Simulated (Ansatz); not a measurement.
# C₂H₈B₂Cl₂: a ladder of functionals and wavefunction methods

How much do the methods differ for C₂H₈B₂Cl₂? The plan is to run it at one geometry with functionals of several rungs and with coupled cluster, and see how far each lands from CCSD(T) at the basis-set limit for the atomisation energy.

Program: Ansatz 0.2.0, Gaussian basis. Level of theory: functionals in def2-TZVPP, the program's frozen cores in correlated methods. These are calculated values, not measurements.

Plan: LDA (SPW92), PBE-D4, revPBE-D4, BLYP-D4, r2SCAN-D4, B97M-V, PBE0-D4, B3LYP-D4, r2SCANh-D4, r2SCAN0-D4, HSE06-D4, BHLYP-D4, CAM-B3LYP-D4, LC-ωPBE, ωB97X-V, ωB97M-V, B2PLYP, PBE-QIDH; CCSD(T)/def2-SVP; CCSD(T)/def2-TZVPP; MP2/def2-QZVPP; extrapolation to the limit; RPA on PBE.

### 1 Structure used throughout

The geometry comes from an earlier relaxation with PBE0-D4 in a triple-zeta def2 set; it is a stationary point, not always the lowest conformer.

14 atoms, charge 0, spin multiplicity 1.

Atoms are counted from 1 here; the program's logs count them from 0.

Bond lengths: C1–B2 1.563 Å, C1–H7 1.095 Å, C1–H8 1.095 Å, C1–H9 1.092 Å, B2–Cl3 1.977 Å, B2–Cl6 1.977 Å, B2–H10 1.192 Å, Cl3–B4 1.977 Å, B4–C5 1.563 Å, B4–Cl6 1.977 Å, B4–H11 1.192 Å, C5–H12 1.092 Å, C5–H13 1.095 Å, C5–H14 1.095 Å. Angles: B2–C1–H7 110.0°, B2–C1–H8 110.0°, B2–C1–H9 113.4°, H7–C1–H8 107.0°, H7–C1–H9 108.1°, H8–C1–H9 108.1°, C1–B2–Cl3 112.0°, C1–B2–Cl6 112.0°, C1–B2–H10 122.9°, Cl3–B2–Cl6 93.8°, Cl3–B2–H10 106.0°, Cl6–B2–H10 106.0°, B2–Cl3–B4 83.1°, Cl3–B4–C5 112.0°, Cl3–B4–Cl6 93.8°, Cl3–B4–H11 106.0°, C5–B4–Cl6 112.0°, C5–B4–H11 122.9° and more.

### 2 LDA

This LDA is Slater exchange with PW92 correlation.

Input file in.yaml:

```yaml
crystal:
  periodic: [false, false, false]
  atoms:
    - {symbol: C, position_ang: [-1.810942, 1.591840, -0.663705]}
    - {symbol: B, position_ang: [-1.022065, 0.888903, 0.488076]}
    - {symbol: Cl, position_ang: [0.932983, 1.099178, 0.281783]}
    - {symbol: B, position_ang: [0.944112, -0.833699, 0.697557]}
    - {symbol: C, position_ang: [1.872500, -1.635278, -0.271262]}
    - {symbol: Cl, position_ang: [-0.968334, -1.073956, 0.257428]}
    - {symbol: H, position_ang: [-2.876783, 1.354308, -0.586502]}
    - {symbol: H, position_ang: [-1.718220, 2.678728, -0.571668]}
    - {symbol: H, position_ang: [-1.470349, 1.305071, -1.660939]}
    - {symbol: H, position_ang: [-1.253914, 1.078589, 1.641606]}
    - {symbol: H, position_ang: [1.021592, -0.915016, 1.884044]}
    - {symbol: H, position_ang: [1.667165, -1.443742, -1.326661]}
    - {symbol: H, position_ang: [2.920529, -1.385355, -0.077438]}
    - {symbol: H, position_ang: [1.761735, -2.709572, -0.092309]}
basis:
  gaussian: {orbitals: def2-TZVPP}
hamiltonian: {xc: lda}
output: {orbitals: {seedname: orbitals}}
```

Run with:

```sh
> ansatz run in.yaml --threads 4 --pin off --events-out ev --progress --plain --max-ram 11315MiB
```

After this run come: PBE-D4 (GGA); revPBE-D4 (GGA); BLYP-D4 (GGA); r2SCAN-D4 (meta-GGA); B97M-V (meta-GGA); PBE0-D4 (hybrid); B3LYP-D4 (hybrid); r2SCANh-D4 (hybrid); r2SCAN0-D4 (hybrid); HSE06-D4 (hybrid); BHLYP-D4 (hybrid); CAM-B3LYP-D4 (range-separated); LC-ωPBE (range-separated); ωB97X-V (range-separated); ωB97M-V (range-separated); B2PLYP (double hybrid); PBE-QIDH (double hybrid); CCSD(T) in def2-SVP; CCSD(T) in def2-TZVPP; MP2 in def2-QZVPP; RPA on PBE orbitals.

Q: Predict the results of all the runs planned. Wanted: atomisation energy, CCSD(T)/CBS; farthest beyond LDA; mean size of error, GGA; mean size of error, meta-GGA; mean size of error, hybrid; mean size of error, range-separated; mean size of error, double hybrid; gap, smallest and largest; T1 diagnostic.

**Answer**, as computed:

| quantity | value |
| --- | --- |
| atomisation energy, CCSD(T)/CBS | 5077.2 kJ/mol |
| functionals within 25.4 kJ/mol (0.5 %) | revPBE-D4, B3LYP-D4, r2SCAN0-D4, LC-ωPBE, ωB97X-V |
| farthest beyond LDA | PBE-D4 (+112.4 kJ/mol) |
| mean size of error, GGA | 48.6 kJ/mol |
| mean size of error, meta-GGA | 57.2 kJ/mol |
| mean size of error, hybrid | 48.7 kJ/mol |
| mean size of error, range-separated | 24.4 kJ/mol |
| mean size of error, double hybrid | 37.1 kJ/mol |
| gap, smallest and largest | 5.63 eV (LDA (SPW92)), 13.22 eV (LC-ωPBE) |
| T1 diagnostic | 0.0096 |
| triples share of the correlation energy | 4.1 % |

What this shows: The LDA atomisation energy is off by 703.6 kJ/mol (14 %): it overbinds. PBE-D4 is off by +112.4 kJ/mol. Double hybrids carry the basis error of their MP2 part in triple zeta, and no dispersion term here, so their miss is partly the set-up's. By mean error the best rung here is range-separated (24.4 kJ/mol) and the worst beyond LDA is meta-GGA (57.2 kJ/mol). hybrid functionals lie within the reference's doubt of that worst mean (48.7 kJ/mol), so those two tie. Misses under about 25.4 kJ/mol are within the doubt on the reference itself, which lacks core-valence correlation, relativity and higher excitations. Hartree-Fock recovers 77 % of the binding; the rest is correlation. CCSD(T) in def2-SVP is off by -196.3 kJ/mol, so the small basis spoils what the method gains. Orbital gaps span 5.6 to 13.2 eV; exact exchange widens them.
